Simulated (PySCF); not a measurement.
# K2 (K2): the cost of one run

The runs use PySCF 2.14.0, with density-fitted response routines of our own; the level of theory stands in each step. All values are computed, except where a source is named. Atoms are numbered from 0 throughout.

## Step 1: Starting geometry

2 atoms, charge 0, multiplicity 1; geometry from: GFN2-xTB. The atoms were then displaced at random by about 0.01 Å, so the start is not that level's minimum.

Bonds of the start (Å): K0–K1 3.42.

## Step 2: Geometry optimisation at PBE0-D3(BJ)/def2-SVP

What the job is given:

```
{"job": {"xc": "PBE0", "basis": "def2-SVP", "d3": "d3bj", "grid": 1, "shake": 0.01, "kind": "geom"}, "charge": 0, "multiplicity": 1}
K      1.716880    -0.028120     0.000950
K     -1.699390    -0.000690    -0.013070
```

On the command line:

```console
$ OMP_NUM_THREADS=1 python probes_run.py task.json out
```

This one command runs all jobs of the session in turn.

**Question.** How long does this first job take on 1 thread of Arm Neoverse N1, shared host, and how much memory does it need?

About 4.8 s, with a peak of 0.26 GiB.
